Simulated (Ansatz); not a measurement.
# MgO (rock salt): the cost of one run

Program: Ansatz 0.2.0. Level of theory: DFT LDA, scalar-relativistic, plane waves, PAW. These are calculated values, not measurements.

## (1) The system as given

The structure is cubic, space group Fm-3m (No. 225). The conventional cell has a = 4.252 Å, b = 4.252 Å, c = 4.252 Å, α = 90.00°, β = 90.00°, γ = 90.00°. Mg (site symmetry m-3m) is surrounded by 6 O at 2.13 Å. O (site symmetry m-3m) is surrounded by 6 Mg at 2.13 Å.

As a file:

```
CELL_PARAMETERS angstrom
0.00000 2.12584 2.12584
2.12584 0.00000 2.12584
2.12584 2.12584 0.00000
ATOMIC_POSITIONS crystal
Mg 0.00000 0.00000 0.00000
O 0.50000 0.50000 0.50000
```

## (2) Volume × 1.03

input.yaml reads:

```yaml
crystal:
  lattice:
    - [0.0, 2.1258429397, 2.1258429397]
    - [2.1258429397, 0.0, 2.1258429397]
    - [2.1258429397, 2.1258429397, 0.0]
  atoms:
    - { symbol: Mg, position: [0.0, 0.0, 0.0] }
    - { symbol: O, position: [0.5, 0.5, 0.5] }
scf:
  occupations: { method: fixed }
output:
  forces: true
  stress: true
  eigenvalues: true
  write_density: true
  write_potential: true
  elf: true
  volumetric_format: npy
hamiltonian:
  xc: lda
basis:
  ecutwfc: 700
kpoints:
  mp_grid: { grid: [10, 10, 10] }
```

Run with:

```
> ansatz run input.yaml --threads 1 --pin off --max-ram 2867MiB --backend cpu --events-out ev --progress --plain --runs-dir out
```

What time and memory should one allow on 1 thread of Intel Xeon at 2.30GHz, shared host?

About 1.5 s, with a peak of 0.34 GiB.
